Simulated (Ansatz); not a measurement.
# Li2CoCl4 (Cmmm): relaxation of cell and ions

A script is to give a relaxation of cell and ions; the system is Li2CoCl4 (Cmmm).

Program: Ansatz 0.2.0, driven from Python. Level of theory: DFT LDA, plane waves, PAW. These are calculated values, not measurements.

## Step 1: Starting point

Symmetry: Cmmm, No. 65, orthorhombic system. Conventional cell: a = 7.238 Å, b = 9.831 Å, c = 3.589 Å, α = 90.00°, β = 90.00°, γ = 90.00°. Around Li (site symmetry 2/m) lie 6 Cl at 2.46 to 2.55 Å. Co (site symmetry mmm) has 6 Cl at 2.30 to 2.44 Å in its first shell of neighbours. Cl (site symmetry 2mm) has 2 Co at 2.44 Å and 2 Li at 2.46 Å in its first shell of neighbours. Cl (site symmetry m2m) is surrounded by 1 Co at 2.30 Å and 4 Li at 2.55 Å.

The script holds or builds the structure itself.

## Step 2: Script

The input, vcrelax.py:

```python
# -*- coding: utf-8 -*-
from pathlib import Path
import warnings

import ansatz as az
from ase import Atoms
from ase.neighborlist import neighbor_list
import matplotlib.pyplot as plt
import numpy as np

def edges_and_angles(cell):
    cell = np.asarray(cell)
    a, b, c = np.linalg.norm(cell, axis=1)
    cosines = cell[1] @ cell[2] / (b * c), cell[0] @ cell[2] / (a * c), cell[0] @ cell[1] / (a * b)
    return (a, b, c, *np.degrees(np.arccos(cosines)))

warnings.simplefilter("ignore", az.DeckWarning)

atoms = Atoms(
    ["Li", "Li", "Co", "Cl", "Cl", "Cl", "Cl"],
    scaled_positions=[
        (0.5, 0.0, 0.5),
        (0.0, 0.5, 0.5),
        (0.0, 0.0, 0.0),
        (0.7713, 0.7713, 0.5),
        (0.76647, 0.23353, 0.0),
        (0.2287, 0.2287, 0.5),
        (0.23353, 0.76647, 0.0),
    ],
    cell=[
        (3.619222, -4.915568, 0.0),
        (3.619222, 4.915568, 0.0),
        (0.0, 0.0, 3.58948),
    ],
    pbc=True,
)
atoms.set_initial_magnetic_moments([0.0, 0.0, 2.5, 0.0, 0.0, 0.0, 0.0])
structure = az.Crystal.from_ase(atoms)

base = (
    structure.calculation()
    .functional(az.Functional.LDA)
    .pseudopotentials("paw")
    .basis(450)
    .kpoints(5, 5, 8, center="gamma")
    .occupations("fermi_dirac")
    .spin("collinear")
    .relax(force_tolerance=0.02, max_steps=100, cell=True, stress_tolerance=0.05)
    .density()
    .potential()
    .electron_localization_function()
    .output_files(volumetric_format="npy")
)
steps = []


def collect(event):
    if event["event"] == "relax_step":
        steps.append(event["data"])


outcome = base.session().plan().execute(on_event=collect)
data = outcome.report
print("step   energy (eV)     max comp. (eV/A)   P (GPa)  SCF")
for s in steps:
    print(f"{s['step']:4d} {s['lagrangian_ev']:15.5f} {s['allowed_force_max_ev_ang']:12.4f} {s['pressure_gpa']:10.3f} {s['n_scf']:5d}")

first, last = steps[0], steps[-1]
symbols = [site.symbol for site in outcome.lattice.sites]
print(f"energy gained {first['lagrangian_ev'] - last['lagrangian_ev']:.4f} eV in {len(steps) - 1} steps")
for label, vectors in (("before", first["cell_ang"]), ("after", outcome.lattice.cell_ang)):
    print(label, "a b c (A) {:.4f} {:.4f} {:.4f}  angles {:.2f} {:.2f} {:.2f}".format(*edges_and_angles(vectors)), f" V = {abs(np.linalg.det(vectors)):.3f} A^3")
print("final stress xx yy zz (GPa, compression positive):", np.round(np.diag(data["stress_gpa"]), 3) + 0.0)

change = np.array(last["positions_ang"]) @ np.linalg.inv(last["cell_ang"]) - np.array(first["positions_ang"]) @ np.linalg.inv(first["cell_ang"])
moved = np.linalg.norm(change @ np.array(last["cell_ang"]), axis=1)
print("displacement within the cell, strain taken out (A):", " ".join(f"{s}:{d:.3f}" for s, d in zip(symbols, moved)))

final = Atoms(symbols, positions=last["positions_ang"], cell=outcome.lattice.cell_ang, pbc=True)
i, j, d = neighbor_list("ijd", final, 4.5)
print("neighbours within 1.1 times the shortest distance of each atom (A)")
for atom in range(len(final)):
    near = [m for m in np.argsort(d) if i[m] == atom]
    shell = [m for m in near if d[m] < 1.1 * d[near[0]]]
    print(f"{symbols[atom]}{atom} ({len(shell)}):", ", ".join(f"{symbols[j[m]]} {d[m]:.3f}" for m in shell))

fig, (top, bottom) = plt.subplots(2, 1, sharex=True, figsize=(4.5, 4))
top.plot([s["lagrangian_ev"] - last["lagrangian_ev"] for s in steps], "o-")
top.set_ylabel("E - E(final) (eV)")
bottom.semilogy([max(s["allowed_force_max_ev_ang"], 1e-6) for s in steps], "s-")
bottom.set(xlabel="step", ylabel="largest force (eV/A)")
fig.tight_layout()
fig.savefig("relax.png", dpi=100)

for key in ("converged", "n_iterations", "n_electrons", "n_kpoints", "n_pw", "n_symmetry_ops", "free_energy_ev", "fermi_energy_ev"):
    print(f"{key:18s} {data[key]}")

print(f"net moment {data['magnetization_mub']:.3f} muB, absolute {data['absolute_magnetization_mub']:.3f} muB")
for index, (site, m) in enumerate(zip(outcome.lattice.sites, data["site_moments_mub"])):
    print(f"  {index:2d} {site.symbol:2s} {m:7.3f}")

folder = Path(outcome.write_results("fields"))
print("densities in e/A^3, potentials in eV, ELF without unit")
for name in sorted(p.name for p in folder.glob("*.npy")):
    field = np.load(folder / name)
    print(f"{name:16s} {str(field.shape):16s} min {field.min():10.4f}  mean {field.mean():10.4f}  max {field.max():10.4f}")
```

## Step 3: The run

On the command line:

```console
$ python vcrelax.py
```

Without the output at hand: what should come out? Wanted: free energy; moment, net / absolute; moves of the relaxation; energy gained; last largest force component; relaxed conventional cell; space group at the end; highest ELF outside the cores.

**Answer**, as computed:

| quantity | value |
| --- | --- |
| free energy | -9651.2455 eV (-1378.7494 eV/atom) |
| moment, net / absolute | 2.95 / 2.97 μB per cell |
| moves of the relaxation | 4 |
| energy gained (ahead of the last change of basis) | 16.3 meV/atom |
| last largest force component | 0.0054 eV/Å |
| relaxed conventional cell | a = 7.005 Å, b = 9.869 Å, c = 3.432 Å, α = 90.00°, β = 90.00°, γ = 90.00° |
| space group at the end | Cmmm |
| highest ELF outside the cores | 0.90, on the Cl–Li line |

**Reading.** The volume shrank by 7.1 % over 4 moves, and the space group stayed Cmmm. Caveats:
- The magnetic order follows from the starting moments and needn't be the lowest.
- The mesh is modest for a metal, so energies can be off by several to tens of meV an atom and pressures by half a GPa or more; differences at equal mesh fare better.
- Only differences from the Fermi energy are physical; the zero of the scale is a convention.
- Energies along a relaxation are free energies. Rows at an unchanged volume are solved on a plane-wave basis chosen afresh for that cell, so the energy jumps there and such rows are no steps of the walk.
- Edges and angles that the script prints are those of the cell as typed, here a primitive one.
- With one magnetic atom the cell can hold only ferromagnetic order.
- Without a Hubbard U or exact exchange, semilocal functionals often make such 3d compounds metallic or too weakly gapped.
- Densities and potentials on the grid are those of the valence electrons, and inside the cores they hang on the potentials used.
- The structure comes from a database of computed cells and needn't be a stable or known phase.
